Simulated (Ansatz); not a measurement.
# TaCo3: relaxation, part 2 of 2

Aim: relax TaCo3.

Ansatz 0.2.0; DFT PBEsol, scalar-relativistic, plane waves, PAW.

### Step 4. Full relaxation

Contents of input.yaml:

```yaml
crystal:
  lattice:
    - [3.5871383372, 0.0, 0.0]
    - [0.0, 3.5871383372, 0.0]
    - [0.0, 0.0, 3.5871383372]
  atoms:
    - { symbol: Ta, position: [0.0, 0.0, 0.0] }
    - { symbol: Co, position: [0.0, 0.5, 0.5] }
    - { symbol: Co, position: [0.5, 0.0, 0.5] }
    - { symbol: Co, position: [0.5, 0.5, 0.0] }
basis:
  ecutwfc: 520.0
kpoints:
  mp_grid: { grid: [12, 12, 12] }
hamiltonian:
  xc: pbesol
scf:
  occupations: { method: gaussian, width: 0.1 }
output:
  forces: true
  stress: true
  eigenvalues: true
relax:
  adjacent_minimum: "off"
  f_tol: 0.005
  max_steps: 80
  cell: { stress_tol: 0.05 }
```

Launch:

```
$ ansatz run input.yaml --threads 4 --pin off --max-ram 8192MiB --backend cpu --events-out ev --progress --plain --runs-dir out
```

The program printed:

```text
Warning: RAYON_NUM_THREADS=4 ignored (pool sized by the plan → 4); use --threads N
Engine: ansatz 0.2.0, x86_64-unknown-linux-gnu
Pseudopotentials: kind: paw
Pseudopotential: Ta, paw, valence charge 13, recommended cutoff 420 eV (normal), Ta.paw.azcp
Pseudopotential: Co, paw, valence charge 17, recommended cutoff 420 eV (normal), Co.paw.azcp
Functional definition: PBEsol
  exchange = pbesol_x
  correlation = pbesol_c
Crystal: 4 atoms, lattice volume = 46.158 Å³
Basis set: ecut = 520 eV, 1237 PW (Γ), exchange–correlation on 54×54×54 points (8 copies of the dense FFT grid, shifted against one another)
Bands: 39, of which v1, the nominal top of the filled ones, is band 32 counted from 1 (31 counted from 0)
Symmetry: 48 space group operations
Space group: Pm-3m (ITA 221), of the structure as read, at distance tolerance 3.6e-5 Å
k-points: 84 of 1728
Non-local potential: Ta, projectors of the file, l = 0: 3, l = 1: 2, l = 2: 2, l = 3: 1
Non-local potential: Co, projectors of the file, l = 0: 3, l = 1: 2, l = 2: 3, l = 3: 1
PAW form: soft (Blöchl's): semilocal exchange-correlation on the pseudo side does not see the compensation charge
PAW frozen core: Ta, regenerated for the run's functional, and the local potential with it (the file was generated under x = pbe(κ = 0.804, μ = 0.2195149727645171), c = pbe(β = 0.06672455060314922))
PAW frozen core: Co, regenerated for the run's functional, and the local potential with it (the file was generated under x = pbe(κ = 0.804, μ = 0.2195149727645171), c = pbe(β = 0.06672455060314922))
PAW one-centre angular grid: Ta, 590 points (default); XC on 64 Gauss nodes
PAW one-centre angular grid: Co, 590 points (default); XC on 64 Gauss nodes
Initial density: superposition of atomic densities (neutral atoms: chi_scale 0, normalization atom), corrected by the library's trained network
Initial wavefunctions: pseudopotential atomic-orbital guess
Functional: x = pbesol(κ = 0.804, μ = 0.12345679012345678), c = pbesol(β = 0.046)
SCF iter   1: F=—  HF=-25086.619803 eV  |F-HF|=—  |Δ(HF+E_count)|=         —  Δρ=2.40e-2  dr2=1.55e-1  ethr=1.77e-3  ⟨swp⟩=5.8  Hψ=11444  notcnv=0
preconditioner: auto → Kerker (q_TF=auto, 2.881 Å⁻¹)  [metal: Δε(μ)=0.017 eV  Ē_g=4.985 eV  σ=0.100 eV  W_gap=0.10  n_scr=18 (ndim 8)  ℏωp=30.9 eV  f_vac=0.000  D(μ)=3.25/eV (n_scr^D=32)]
SCF iter   2: F=—  HF=-25086.603563 eV  |F-HF|=—  |Δ(HF+E_count)|=   1.62e-2  Δρ=6.75e-3  dr2=1.42e-2  ethr=2.42e-4  ⟨swp⟩=2.1  Hψ=4465  notcnv=0  defer=115
SCF iter   3: F=—  HF=-25086.602273 eV  |F-HF|=—  |Δ(HF+E_count)|=   1.29e-3  Δρ=1.76e-3  dr2=1.35e-3  ethr=2.21e-5  ⟨swp⟩=1.2  Hψ=3194  notcnv=0  defer=115
SCF iter   4: F=—  HF=-25086.602112 eV  |F-HF|=—  |Δ(HF+E_count)|=   1.62e-4  Δρ=3.01e-4  dr2=2.93e-5  ethr=2.12e-6  ⟨swp⟩=2.1  Hψ=3946  notcnv=0  defer=115
SCF iter   5: F=—  HF=-25086.602033 eV  |F-HF|=—  |Δ(HF+E_count)|=   7.87e-5  Δρ=1.65e-4  dr2=8.32e-6  ethr=4.57e-8  ⟨swp⟩=2.0  Hψ=5831  notcnv=0  defer=115
SCF iter   6: F=—  HF=-25086.602033 eV  |F-HF|=—  |Δ(HF+E_count)|=   3.55e-8  Δρ=4.12e-5  dr2=6.13e-7  ethr=1.30e-8  ⟨swp⟩=2.0  Hψ=3994  notcnv=0  defer=115
SCF iter   7: F=-25086.602033 eV  HF=-25086.602033 eV  |F-HF|=1.37e-8  |Δ(HF+E_count)|=   7.14e-8  Δρ=9.81e-6  dr2=1.56e-8  ethr=1.56e-10  ⟨swp⟩=8.5  Hψ=13286  notcnv=0
SCF 1 converged in 7 iterations: F = -25086.602033 eV  dr2 = 1.56e-8
relax step   1: F+E_penalty+E_count = -25086.60203306 eV  Δ(F+E_penalty+E_count) = +0.000e0 eV  max|allowed force component| = 1.028e-28 eV/Å  Δτ_max = 0.0000 Å  P = +0.398 GPa  Ω = 46.158 Å³  (7 SCF iters, dr2 threshold 1.00e-7 eV, accepted)
Crystal: 4 atoms, lattice volume = 46.217 Å³
Initial density: handed on by an earlier stage of this run
Initial wavefunctions: those handed on with the density
iter 1 solved again at ethr=9.38e-8 eV; its pass at ethr=3.10e-3 eV (dr2=6.00e-5 eV) is discarded
SCF iter   1: F=—  HF=-25086.602211 eV  |F-HF|=—  |Δ(HF+E_count)|=         —  Δρ=4.43e-4  dr2=7.31e-5  ethr=9.38e-8  ⟨swp⟩=2.0  Hψ=13118  notcnv=0
preconditioner: auto → Kerker (q_TF=auto, 2.880 Å⁻¹)  [metal: Δε(μ)=0.002 eV  Ē_g=4.986 eV  σ=0.100 eV  W_gap=0.01  n_scr=18 (ndim 8)  ℏωp=30.9 eV  f_vac=0.000  D(μ)=3.30/eV (n_scr^D=32)]
SCF iter   2: F=—  HF=-25086.602104 eV  |F-HF|=—  |Δ(HF+E_count)|=   1.08e-4  Δρ=1.29e-4  dr2=8.53e-6  ethr=9.38e-8  ⟨swp⟩=1.1  Hψ=3285  notcnv=0
SCF iter   3: F=—  HF=-25086.602103 eV  |F-HF|=—  |Δ(HF+E_count)|=   6.75e-7  Δρ=2.63e-5  dr2=4.42e-7  ethr=1.33e-8  ⟨swp⟩=1.4  Hψ=3380  notcnv=0
iter 4 did not close the SCF: its close was put off for the readings that it lacked (scf_convergence_deferred on its scf_iter line)
SCF iter   4: F=-25086.602103 eV  HF=-25086.602103 eV  |F-HF|=2.93e-8  |Δ(HF+E_count)|=   9.56e-8  Δρ=1.68e-5  dr2=6.35e-8  ethr=6.91e-10  ⟨swp⟩=2.0  Hψ=4359  notcnv=0
iter 5 did not close the SCF: its close was put off for the readings that it lacked (scf_convergence_deferred on its scf_iter line)
SCF iter   5: F=-25086.602103 eV  HF=-25086.602103 eV  |F-HF|=2.59e-9  |Δ(HF+E_count)|=   1.14e-8  Δρ=1.93e-6  dr2=2.79e-9  ethr=9.92e-11  ⟨swp⟩=2.3  Hψ=4858  notcnv=0
SCF iter   6: F=-25086.602103 eV  HF=-25086.602103 eV  |F-HF|=2.84e-10  |Δ(HF+E_count)|=  4.47e-10  Δρ=8.53e-7  dr2=3.39e-10  ethr=4.37e-12  ⟨swp⟩=1.8  Hψ=8085  notcnv=0
SCF 2 converged in 6 iterations: F = -25086.602103 eV  dr2 = 3.39e-10
relax step   2: F+E_penalty+E_count = -25086.60210301 eV  Δ(F+E_penalty+E_count) = -6.994e-5 eV  max|allowed force component| = 1.551e-29 eV/Å  Δτ_max = 0.0000 Å  P = +0.048 GPa  Ω = 46.217 Å³  energy of the carried Pulay correction = -1.221e-5 eV  (6 SCF iters, dr2 threshold 3.96e-7 eV, accepted)
Initial wavefunctions: pseudopotential atomic-orbital guess (no wavefunctions were taken with the density)
iter 1 solved again at ethr=1.27e-7 eV; its pass at ethr=3.10e-3 eV (dr2=8.13e-5 eV) is discarded
SCF iter   1: F=—  HF=-25086.602226 eV  |F-HF|=—  |Δ(HF+E_count)|=         —  Δρ=8.87e-5  dr2=6.70e-8  ethr=1.27e-7  ⟨swp⟩=3.7  Hψ=19116  notcnv=0
preconditioner: auto → Kerker (q_TF=auto, 2.880 Å⁻¹)  [metal: Δε(μ)=0.002 eV  Ē_g=4.982 eV  σ=0.100 eV  W_gap=0.01  n_scr=18 (ndim 8)  ℏωp=30.9 eV  f_vac=0.000  D(μ)=3.30/eV (n_scr^D=32)]
SCF iter   2: F=—  HF=-25086.602118 eV  |F-HF|=—  |Δ(HF+E_count)|=   1.08e-4  Δρ=4.50e-5  dr2=1.62e-8  ethr=1.05e-10  ⟨swp⟩=2.9  Hψ=6647  notcnv=0
SCF iter   3: F=—  HF=-25086.602119 eV  |F-HF|=—  |Δ(HF+E_count)|=   1.16e-7  Δρ=6.28e-6  dr2=3.51e-9  ethr=2.53e-11  ⟨swp⟩=2.0  Hψ=4294  notcnv=0
SCF iter   4: F=—  HF=-25086.602119 eV  |F-HF|=—  |Δ(HF+E_count)|=   1.04e-9  Δρ=1.16e-6  dr2=2.88e-10  ethr=5.48e-12  ⟨swp⟩=1.9  Hψ=3920  notcnv=0
iter 5 did not close the SCF: its close was put off for the readings that it lacked (scf_convergence_deferred on its scf_iter line)
SCF iter   5: F=-25086.602119 eV  HF=-25086.602119 eV  |F-HF|=7.28e-12  |Δ(HF+E_count)|=  4.73e-11  Δρ=1.63e-7  dr2=5.41e-12  ethr=1.00e-12  ⟨swp⟩=2.3  Hψ=4186  notcnv=0
SCF iter   6: F=-25086.602119 eV  HF=-25086.602119 eV  |F-HF|=7.28e-12  |Δ(HF+E_count)|=  7.28e-12  Δρ=2.81e-8  dr2=2.10e-13  ethr=1.00e-12  ⟨swp⟩=2.9  Hψ=10195  notcnv=0
SCF 3 converged in 6 iterations: F = -25086.602119 eV  dr2 = 2.10e-13
relax step   3: F+E_penalty+E_count = -25086.60211852 eV  Δ(F+E_penalty+E_count) = -1.551e-5 eV  max|allowed force component| = 6.311e-30 eV/Å  Δτ_max = 0.0000 Å  P = +0.048 GPa  Ω = 46.217 Å³  stress off target by 4.79e-2 GPa  SCF on the basis re-selected at this cell (its energy is not comparable with the rows above)  (6 SCF iters)
basis re-selected at this cell: Δ(F+E_penalty+E_count) = -1.551e-5 eV, ΔP = +0.000 GPa vs the last step (what re-selecting the basis moved, of the pressure what is left beyond the Pulay correction that the steps carried, after the strain that the cell walked since its last selection, with what the two solves' SCF thresholds leave and, on support functions, any second-order correction that the steps lacked; it is no measure of the basis error at this ecutwfc). This SCF's stress stands 4.79e-2 GPa from its target on what of the cell is left free (relax.cell.stress_tol is 5.00e-2 GPa) and its largest allowed force component is 6.31e-30 eV/Å (relax.f_tol is 5.00e-3 eV/Å): within both
SCF converged after 6 iterations
Free energy (F): -25086.602119 eV
Harris-Foulkes:  -25086.602119 eV  (|F-HF|=7.28e-12)
Internal energy: -25086.585641 eV  (E = F + TS)
E sigma→0 (E₀):  -25086.593880 eV
Entropy (-TS):   -0.016477 eV (-4.119 meV/atom)
Fermi energy:    20.499152 eV
--- Per-component energies (eV) ---
  E_band       = -714.126658
  E_kinetic    = 1741.853943
  E_local      = -9207.609637  (includes V_loc(G=0)·N_el)
  E_nonlocal   = 1381.104432
  E_hartree    = 3886.550080
  E_xc         = -695.050965
  E_vxc        = -823.746545  (∫ρ·V_xc dr)
  E_paw        = -12720.710844  (= ΣΔE_a)
  E_vpaw       = -1578.829177  (= ΣTr[D̂ρ^β])
  E_aug_tail   = 0.000128  (compensation charges beyond the density's cutoff)
  E_ewald      = -9473.501682
  E_core_change = 0.778904  (= ΣΔE_core)
  E_smearing   = -0.016477  (= −TS)
  E_closure    = -0.000000  (closes the sum)
  Σ components = -25086.602119   (vs F -25086.602119, Δ=0.00e0)
--- Forces (eV/Å), atoms counted from 1 ---
  atom   1  Ta     0.00000000     0.00000000     0.00000000
  atom   2  Co     0.00000000     0.00000000     0.00000000
  atom   3  Co    -0.00000000     0.00000000     0.00000000
  atom   4  Co     0.00000000     0.00000000     0.00000000
  max |Σ_I F_I| component: 1.37e-29 eV/Å
--- Stress (GPa, compression-positive) ---
        0.047903      -0.000000       0.000000
       -0.000000       0.047903      -0.000000
        0.000000      -0.000000       0.047903
  P = ⅓ Tr σ = 0.0479 GPa (0.479 kbar)
--- Band table (eV; the first three rows and the last of 84) ---
  k-point 0: bands = ["-73.9961", "-73.9521", "-73.9521", "-47.0251", "-37.4959", "-37.4959", "-37.4959", "-37.4095", "-37.4095", "-37.4095", "-37.2829", "-37.2829", "-37.2829", "-13.5808", "-13.5808", "-13.5808", "11.4484", "15.0877", "15.0877", "16.4181", "16.4181", "16.4181", "16.4197", "18.9201", "18.9201", "18.9201", "20.2674", "20.2674", "20.7359", "21.0432", "21.0432", "21.0432", "23.2379", "23.2379", "23.5779", "23.5779", "23.5779", "25.1542", "25.1542"]
  k-point 1: bands = ["-73.9955", "-73.9528", "-73.9521", "-47.0251", "-37.4941", "-37.4941", "-37.4930", "-37.4101", "-37.4101", "-37.4097", "-37.2858", "-37.2842", "-37.2842", "-13.5889", "-13.5812", "-13.5812", "11.5540", "15.1496", "15.1559", "16.4534", "16.4566", "16.4658", "16.4658", "18.8745", "18.9518", "18.9518", "20.2276", "20.2753", "20.6969", "20.8705", "20.8705", "21.0433", "22.6684", "23.1765", "23.3607", "23.3607", "23.8246", "25.1384", "25.4767"]
  k-point 2: bands = ["-73.9935", "-73.9547", "-73.9521", "-47.0251", "-37.4890", "-37.4890", "-37.4847", "-37.4117", "-37.4117", "-37.4103", "-37.2939", "-37.2876", "-37.2876", "-13.6108", "-13.5822", "-13.5822", "11.8636", "15.3279", "15.3357", "16.5517", "16.5705", "16.6081", "16.6081", "18.7412", "19.0445", "19.0445", "20.1107", "20.2946", "20.4314", "20.4314", "20.5804", "21.0436", "21.7445", "22.9082", "22.9082", "23.0084", "23.9171", "25.0959", "26.2054"]
  k-point 83: bands = ["-73.9665", "-73.9665", "-73.9665", "-47.0182", "-37.5109", "-37.5109", "-37.5109", "-37.4957", "-37.3453", "-37.3453", "-37.3453", "-37.2608", "-37.2608", "-13.6524", "-13.6524", "-13.6524", "15.2821", "15.2821", "15.2821", "16.1713", "18.6397", "18.6397", "18.6397", "18.9906", "18.9906", "18.9906", "19.0268", "19.0268", "20.0966", "20.8053", "20.8053", "20.8053", "21.2328", "21.2328", "21.2328", "22.6879", "22.6879", "22.6879", "24.7272"]
--- Relaxed structure (2 steps of the walk, 2 accepted, 1 SCFs on fresh bases) ---
  F+E_penalty+E_count = -25086.60211852 eV   max|allowed force component| = 6.311e-30 eV/Å   (the final SCF, on the basis selected at the relaxed cell)
  cell:  # Å, volume = 46.2168 Å³
    - [3.588667407978977, 1.2839532962581572e-34, 0.0]
    - [1.2839532962581572e-34, 3.588667407978977, 0.0]
    - [3.209883240645393e-35, 0.0, 3.588667407978977]
  atoms:
    - { symbol: Ta, position: [1.885091890674327e-88, 2.0754141199413516e-38, 3.4954343072696446e-38] }
    - { symbol: Co, position: [1.3363823550460978e-51, 0.5, 0.5] }
    - { symbol: Co, position: [0.5, -1.4200201873281638e-38, 0.5] }
    - { symbol: Co, position: [0.5, 0.5, -1.7477171536348223e-38] }
```

It took 21 s on 4 threads of Intel Xeon at 2.50GHz (Skylake/Cascade Lake), shared host; peak memory 0.53 GiB.

The steps of the relaxation:

```csv
step,E - E(step 1) (eV/cell),largest force component (eV/Å),pressure (GPa),volume (Å³)
1,0.0000,0.0000,0.40,46.16
2,-0.0001,0.0000,0.05,46.22
3,-0.0001,0.0000,0.05,46.22
```

Step 1 is the start. Step 3 repeats the geometry before it on a plane-wave basis chosen anew for that cell, so its energy need not be comparable with the rows above.

|  | before | after | change |
| --- | --- | --- | --- |
| a (Å) | 3.587 | 3.589 | 0.0 % |
| b (Å) | 3.587 | 3.589 | 0.0 % |
| c (Å) | 3.587 | 3.589 | 0.0 % |
| volume (Å³/atom) | 11.54 | 11.55 | +0.1 % |
| shortest distance (Å) | 2.536 | 2.538 | 0.0 % |
| space group (0.01 Å) | Pm-3m | Pm-3m | same |

Forces and stress were held to the start's 48 operations: a distortion of lower symmetry was not tested.

### Step 5. What came out

This closing draws on all 2 parts. Changes of volume or cell count from the first structure of part 1.

```
            quantity                                                                      value
        relaxed cell  a = 3.589 Å, b = 3.589 Å, c = 3.589 Å, α = 90.00°, β = 90.00°, γ = 90.00°
space group (0.01 Å)                                                            Pm-3m (No. 221)
              volume                                                              11.55 Å³/atom
     gap on the mesh                                                               none (metal)
```

The relaxed volume is 6.5 % smaller than at the start. A change this large, from a start under high stress, points beyond the functional: the entry may be disordered, lack atoms or hold sites in another order than in this ordered cell, or the electronic state differs. Spin-orbit coupling is left out for Ta. A spin-polarised run here lost its starting moments, which speaks against magnetism, though one start doesn't rule it out.
